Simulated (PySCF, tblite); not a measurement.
# B19N19H14: electronic excitations, NMR shifts, part 2 of 2

tblite 0.8.0 and PySCF 2.14.0. Atoms count from 0. Earlier steps stand in the parts before.

### Step 4. NMR shifts: GIAO KT3/pcSseg-1

What the job is given:

```
{"job": {"kind": "nmr", "xc": "KT3", "basis": "pcSseg-1", "pop": false}, "charge": 0, "multiplicity": 1}
B      2.579233     0.467323     3.197080
N      2.319039     1.725714     2.613790
B      2.365538     0.954208    -1.064114
N      1.773135     2.157795    -1.565617
B      1.955399     1.832658     1.229779
N      0.898840     2.670068     0.697487
B      0.696663     2.638714    -0.734314
N     -0.637531     2.704575    -1.289387
B     -0.265060     2.732602     1.551233
N     -1.468047     2.171724     1.018178
B     -0.972796     2.769357    -2.682855
N     -1.925609     1.861159    -3.199296
B     -1.542751     1.990923    -0.412817
N     -2.336456     0.936962    -0.968172
B     -2.220280     1.287322     1.869777
N     -2.563091     0.003433     1.338564
B     -2.345164     0.746248    -2.389592
N     -2.506226    -0.573689    -2.912825
B     -2.468168    -0.195897    -0.087458
N     -2.186484    -1.490380    -0.638970
B     -2.369702    -1.136849     2.200695
N     -1.570057    -2.201794     1.679065
B     -2.009281    -1.623667    -2.059406
N     -1.064593    -2.586412    -2.550545
B     -1.347480    -2.253902     0.255224
N     -0.104698    -2.736277    -0.279844
B     -0.510021    -2.652766     2.550891
N      0.818674    -2.525019     2.035324
B      0.097654    -2.684958    -1.701078
N      1.406248    -2.369690    -2.200316
B      0.981387    -2.391839     0.608287
N      2.046765    -1.603118     0.058580
B      1.754101    -1.847903     2.900779
N      2.409844    -0.698364     2.364653
B      2.117732    -1.433709    -1.367306
N      2.612028    -0.194172    -1.892410
B      2.407347    -0.514013     0.932690
N      2.455658     0.797901     0.360276
H      2.822547     0.371765     4.338281
H      2.209863     2.529903     3.210478
H      1.653858     2.253678    -2.563032
H     -0.193927     3.060564     2.673988
H     -0.442448     3.532890    -3.402937
H     -2.118499     1.859794    -4.189342
H     -2.399713     1.547290     2.997459
H     -2.464907    -0.703081    -3.913302
H     -2.693494    -1.109221     3.324583
H     -0.930748    -2.648412    -3.549566
H     -0.711776    -2.913722     3.673158
H      1.530576    -2.305622    -3.200316
H      1.837194    -2.124071     4.035107
H      2.628197    -0.068748    -2.893745
```

Level: GIAO KT3/pcSseg-1 NMR shielding, non-relativistic, gas phase.

Output:

```text
start: PBE on a coarse grid of 45373 points
cycle   1  E = -1519.8117358450  dE =  7.181e+00  |g| = 1.629e+00  |ddm| = 7.791e+00
cycle   2  E = -1518.6547318621  dE =  1.157e+00  |g| = 2.788e+00  |ddm| = 4.013e+00
cycle   3  E = -1520.3754598074  dE = -1.721e+00  |g| = 2.676e-01  |ddm| = 2.843e+00
cycle   4  E = -1520.3921621204  dE = -1.670e-02  |g| = 1.289e-01  |ddm| = 4.594e-01
cycle   5  E = -1520.3958889886  dE = -3.727e-03  |g| = 4.034e-02  |ddm| = 1.464e-01
cycle   6  E = -1520.3962398703  dE = -3.509e-04  |g| = 1.467e-02  |ddm| = 4.773e-02
cycle   7  E = -1520.3962803482  dE = -4.048e-05  |g| = 2.977e-03  |ddm| = 1.258e-02
final grid: 423600 points
cycle   8  E = -1546.8911736919  dE = -7.539e-02  |g| = 1.848e-01  |ddm| = 6.840e-01
cycle   9  E = -1546.8786528273  dE =  1.252e-02  |g| = 3.025e-01  |ddm| = 3.884e-01
cycle  10  E = -1546.8986112744  dE = -1.996e-02  |g| = 1.604e-02  |ddm| = 2.403e-01
cycle  11  E = -1546.8986730567  dE = -6.178e-05  |g| = 6.818e-03  |ddm| = 2.611e-02
cycle  12  E = -1546.8986819045  dE = -8.848e-06  |g| = 2.264e-03  |ddm| = 8.050e-03
cycle  13  E = -1546.8986849754  dE = -3.071e-06  |g| = 7.339e-04  |ddm| = 2.462e-03
cycle  14  E = -1546.8986815489  dE =  3.427e-06  |g| = 1.729e-04  |ddm| = 8.130e-04
cycle  15  E = -1546.8986841931  dE = -2.644e-06  |g| = 6.466e-05  |ddm| = 2.318e-04
converged SCF energy = -1546.8986841931

GIAO shielding tensors (ppm)
atom      isotropic    diamagn.    paramagn.     s11        s22        s33       span
  0 B       73.105     202.801    -129.696     49.781     62.745    106.790     57.009
  1 N      135.965     336.322    -200.358     41.953    151.126    214.815    172.862
  2 B       78.151     221.488    -143.336     61.156     70.195    103.103     41.947
  3 N      146.756     346.384    -199.628     69.152    154.858    216.258    147.106
  4 B       76.210     215.724    -139.514     59.869     68.608    100.153     40.284
  5 N      109.482     359.905    -250.423     40.083     58.242    230.119    190.036
  6 B       75.489     223.037    -147.548     61.450     63.500    101.517     40.068
  7 N      119.250     355.664    -236.414     41.976     75.176    240.599    198.622
  8 B       68.650     209.963    -141.314     47.999     52.660    105.290     57.290
  9 N       89.632     357.169    -267.536      9.339     22.241    237.317    227.979
 10 B       74.191     209.605    -135.415     49.795     60.675    112.102     62.307
 11 N      135.440     334.491    -199.052     33.356    164.568    208.395    175.039
 12 B       78.037     222.028    -143.991     62.601     67.349    104.161     41.560
 13 N      124.038     360.107    -236.069     49.220     73.939    248.956    199.737
 14 B       71.329     208.261    -136.932     51.721     55.887    106.378     54.657
 15 N       93.851     356.690    -262.839     11.267     27.019    243.268    232.001
 16 B       78.162     218.226    -140.065     60.365     70.814    103.306     42.941
 17 N      156.695     339.227    -182.531     82.554    174.744    212.788    130.234
 18 B       76.560     221.905    -145.345     62.609     66.147    100.924     38.315
 19 N      125.281     361.576    -236.295     50.035     80.095    245.712    195.677
 20 B       70.378     206.772    -136.394     50.131     55.258    105.745     55.614
 21 N       89.207     357.418    -268.211      6.608     24.790    236.223    229.614
 22 B       74.783     220.631    -145.848     58.442     65.917     99.991     41.549
 23 N      153.933     341.006    -187.073     75.890    171.900    214.007    138.117
 24 B       75.552     223.383    -147.831     62.467     64.105    100.083     37.616
 25 N      123.598     361.932    -238.334     48.952     79.219    242.623    193.671
 26 B       69.659     204.992    -135.333     48.794     55.427    104.755     55.961
 27 N       88.371     356.450    -268.079      6.975     21.374    236.762    229.787
 28 B       74.783     222.112    -147.329     58.790     65.563     99.996     41.206
 29 N      154.623     342.685    -188.062     77.845    173.101    212.924    135.080
 30 B       75.940     222.486    -146.546     62.438     64.990    100.393     37.955
 31 N      126.961     360.910    -233.949     51.746     82.123    247.014    195.269
 32 B       69.958     203.431    -133.473     50.183     55.793    103.897     53.714
 33 N       99.872     351.036    -251.165     22.237     29.669    247.709    225.473
 34 B       75.909     221.231    -145.321     59.392     67.615    100.721     41.328
 35 N      157.979     344.008    -186.029     82.660    177.170    214.106    131.446
 36 B       77.308     219.361    -142.053     64.224     66.342    101.359     37.135
 37 N      122.912     359.329    -236.417     50.483     79.357    238.897    188.413
 38 H       27.094      30.734      -3.641     24.572     27.030     29.678      5.106
 39 H       26.719      33.757      -7.039     22.616     25.953     31.587      8.971
 40 H       28.694      46.469     -17.775     25.208     28.777     32.097      6.889
 41 H       26.753      38.369     -11.616     24.641     27.124     28.494      3.854
 42 H       26.872      34.864      -7.992     24.225     27.035     29.355      5.130
 43 H       26.812      34.170      -7.358     22.892     25.761     31.783      8.891
 44 H       26.850      36.168      -9.318     24.941     26.714     28.895      3.954
 45 H       28.339      39.429     -11.090     23.944     27.790     33.282      9.339
 46 H       26.723      34.488      -7.765     24.841     26.484     28.845      4.004
 47 H       28.613      40.977     -12.364     24.671     27.891     33.277      8.606
 48 H       26.580      32.825      -6.246     24.676     26.325     28.738      4.063
 49 H       28.651      42.824     -14.173     24.996     27.851     33.106      8.110
 50 H       26.705      32.038      -5.333     24.473     26.732     28.909      4.436
 51 H       28.626      44.617     -15.991     25.082     27.890     32.905      7.823
```

Wall time 69 s (4 threads of Arm Neoverse V1, shared host); peak memory 2.5 GiB.

The references, computed at this level on geometries of the same kind, shield at (ppm): 1H TMS 31.76, 15N NH3 264.4, 11B BF3·OEt2 100.0. Their shielding less the atom's gives the shift. The references are single molecules in the gas phase, so shifts against H2O, NH3, PH3, H3PO4 or CFCl3 are not on the usual liquid scales and can be off by tens of ppm.

| atoms | environment | σ (ppm) | δ (ppm) |
| --- | --- | --- | --- |
| H48 | hydrogen on a boron bonded to 2 N | 26.58 | 5.18 |
| H50 | hydrogen on a boron bonded to 2 N | 26.70 | 5.06 |
| H39 | hydrogen on a nitrogen bonded to 2 B | 26.72 | 5.04 |
| H46 | hydrogen on a boron bonded to 2 N | 26.72 | 5.04 |
| H41 | hydrogen on a boron bonded to 2 N | 26.75 | 5.01 |
| H43 | hydrogen on a nitrogen bonded to 2 B | 26.81 | 4.95 |
| H44 | hydrogen on a boron bonded to 2 N | 26.85 | 4.91 |
| H42 | hydrogen on a boron bonded to 2 N | 26.87 | 4.89 |
| H38 | hydrogen on a boron bonded to 2 N | 27.09 | 4.67 |
| H45 | hydrogen on a nitrogen bonded to 2 B | 28.34 | 3.42 |
| H47 | hydrogen on a nitrogen bonded to 2 B | 28.61 | 3.15 |
| H51 | hydrogen on a nitrogen bonded to 2 B | 28.63 | 3.13 |
| H49 | hydrogen on a nitrogen bonded to 2 B | 28.65 | 3.11 |
| H40 | hydrogen on a nitrogen bonded to 2 B | 28.69 | 3.07 |
| B8 | boron bonded to 2 N, H | 68.6 | 31.3 |
| B26 | boron bonded to 2 N, H | 69.7 | 30.3 |
| B32 | boron bonded to 2 N, H | 70.0 | 30.0 |
| B20 | boron bonded to 2 N, H | 70.4 | 29.6 |
| B14 | boron bonded to 2 N, H | 71.3 | 28.6 |
| B0 | boron bonded to 2 N, H | 73.1 | 26.9 |
| B10 | boron bonded to 2 N, H | 74.2 | 25.8 |
| B28 | boron bonded to 3 N | 74.8 | 25.2 |
| B22 | boron bonded to 3 N | 74.8 | 25.2 |
| B6 | boron bonded to 3 N | 75.5 | 24.5 |
| B24 | boron bonded to 3 N | 75.6 | 24.4 |
| B34 | boron bonded to 3 N | 75.9 | 24.1 |
| B30 | boron bonded to 3 N | 75.9 | 24.0 |
| B4 | boron bonded to 3 N | 76.2 | 23.8 |
| B18 | boron bonded to 3 N | 76.6 | 23.4 |
| B36 | boron bonded to 3 N | 77.3 | 22.7 |
| B12 | boron bonded to 3 N | 78.0 | 21.9 |
| B2 | boron bonded to 3 N | 78.2 | 21.8 |
| B16 | boron bonded to 3 N | 78.2 | 21.8 |
| N27 | nitrogen bonded to 3 B | 88.4 | 176.0 |
| N21 | nitrogen bonded to 3 B | 89.2 | 175.2 |
| N9 | nitrogen bonded to 3 B | 89.6 | 174.8 |
| N15 | nitrogen bonded to 3 B | 93.9 | 170.5 |
| N33 | nitrogen bonded to 3 B | 99.9 | 164.5 |
| N5 | nitrogen bonded to 3 B | 109.5 | 154.9 |
| N7 | nitrogen bonded to 3 B | 119.3 | 145.1 |

Ring of atoms B0, N1, B4, N33, B36, N37: NICS(0) -1.8, NICS(1) -2.4, NICS(1)zz -0.7 ppm (means of both faces; NICS(1) differs between them: -3.8 and -0.9).

Ring of atoms B2, N3, B4, N5, B6, N37: NICS(0) -2.2, NICS(1) -2.2, NICS(1)zz -0.7 ppm (means of both faces; NICS(1) differs between them: -3.8 and -0.7).

Ring of atoms B2, N31, B34, N35, B36, N37: NICS(0) -2.1, NICS(1) -2.0, NICS(1)zz -0.3 ppm (means of both faces; NICS(1) differs between them: -3.3 and -0.7).

### Step 5. What came out

What follows sums up all 2 parts.

```
                                  quantity                                                                                                          value
             lowest singlet (B3LYP/6-31G*)                                                                                    4.89 eV (253 nm), f = 0.001
  brightest single state of those computed                                                                                    state 6, 5.63 eV, f = 0.031
                            lowest triplet                                                                                                        4.71 eV
     surface potential, 1st and 99th percentile                                                                                             -0.82 V and 2.21 V
      1H shifts against TMS (KT3/pcSseg-1)                         5.18, 5.06, 5.04, 5.04, 5.01, 4.95, 4.91, 4.89, 4.67, 3.42, 3.15, 3.13, 3.11, 3.07 ppm
11B shifts against BF3·OEt2 (KT3/pcSseg-1)                31.3, 30.3, 30.0, 29.6, 28.6, 26.9, 25.8, 25.2, 25.2, 24.5, 24.4, 24.1, 24.0, 23.8 ppm and more
     15N shifts against NH3 (KT3/pcSseg-1)  176.0, 175.2, 174.8, 170.5, 164.5, 154.9, 145.1, 141.5, 140.8, 140.4, 139.1, 137.4, 129.0, 128.4 ppm and more
```

In words: The lowest singlet, at 4.89 eV, is HOMO→LUMO 0.93 and is dark; of the 6 states computed, the strongest absorption comes from state 6 at 5.63 eV (the last computed, so partners may be missing). The lowest triplet lies 0.18 eV below the lowest singlet (triplets in Tamm-Dancoff, singlets in full TDDFT). At B3LYP/6-31G*, counted by nearest atom on the grid, the HOMO lies on N3 18 %; 4 N atoms about 9 % each, the LUMO on B20, B24, B26 about 10 % each; B18, B30 about 6 % each.
